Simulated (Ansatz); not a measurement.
# CH7AlFNO: the cost of one run

All numbers below are computed with Ansatz 0.2.0 (RKS PBE0-D4/6-31G*).

### 1 The system as given

Bond lengths: Al1–F2 2.112 Å, Al1–C3 1.974 Å, Al1–N4 1.775 Å, Al1–O6 2.180 Å, C3–H7 1.093 Å, C3–H8 1.091 Å, C3–H9 1.091 Å, N4–H10 1.012 Å, N4–H11 1.010 Å, O6–H12 0.954 Å. Angles (14 of 16 angles, heavy atoms first): F2–Al1–C3 107.7°, F2–Al1–N4 107.6°, F2–Al1–O6 69.1°, C3–Al1–N4 135.6°, C3–Al1–O6 108.2°, N4–Al1–O6 108.9°, Al1–C3–H7 109.4°, Al1–C3–H8 112.9°, Al1–C3–H9 112.4°, Al1–N4–H10 125.9°, Al1–N4–H11 125.6°, Al1–O6–H12 124.2°, H7–C3–H8 107.3°, H7–C3–H9 107.4°.

As a file:

```xyz
12

Al    0.0938   -0.2070    0.0615
F     1.6391    1.2304    0.1464
C    -0.4619   -0.3778   -1.8248
N     0.3231   -1.3226    1.4223
H     0.5820    1.6643    0.5252
O    -0.6538    1.6939    0.8240
H    -0.4109    0.6010   -2.3082
H    -1.4850   -0.7416   -1.9353
H     0.1824   -1.0536   -2.3890
H     0.5428   -1.0604    2.3746
H     0.3933   -2.3279    1.3528
H    -0.7449    1.9012    1.7504
```

### 2 Pulling towards end A

Springs on the bonds that form and break draw the guess towards this end; the thresholds are loose.

input.yaml reads:

```yaml
crystal:
  periodic: [false, false, false]
  atoms:
    - { symbol: Al, position_ang: [0.0938, -0.207, 0.0615] }
    - { symbol: F, position_ang: [1.6391, 1.2304, 0.1464] }
    - { symbol: C, position_ang: [-0.4619, -0.3778, -1.8248] }
    - { symbol: "N", position_ang: [0.3231, -1.3226, 1.4223] }
    - { symbol: H, position_ang: [0.582, 1.6643, 0.5252] }
    - { symbol: O, position_ang: [-0.6538, 1.6939, 0.824] }
    - { symbol: H, position_ang: [-0.4109, 0.601, -2.3082] }
    - { symbol: H, position_ang: [-1.485, -0.7416, -1.9353] }
    - { symbol: H, position_ang: [0.1824, -1.0536, -2.389] }
    - { symbol: H, position_ang: [0.5428, -1.0604, 2.3746] }
    - { symbol: H, position_ang: [0.3933, -2.3279, 1.3528] }
    - { symbol: H, position_ang: [-0.7449, 1.9012, 1.7504] }
basis:
  gaussian: { orbitals: "6-31G*" }
hamiltonian:
  xc: pbe0
  dispersion: d4
relax:
  f_tol: 0.15
  max_steps: 25
  restrain:
    - { distance: [0, 5], at: 3.17, k: 30.0 }
    - { distance: [4, 1], at: 2.18, k: 30.0 }
    - { distance: [0, 1], at: 1.78, k: 30.0 }
    - { distance: [4, 5], at: 0.97, k: 30.0 }
output:
  orbitals: {}
```

Started as:

```bash
ansatz run input.yaml --threads 2 --pin off --max-ram 3072MiB --backend cpu --events-out ev --progress --plain --runs-dir out
```

What time and memory should one allow on 2 threads of Intel Xeon Platinum 8488C (Sapphire Rapids), shared host?

About 23 s, with a peak of 0.21 GiB.
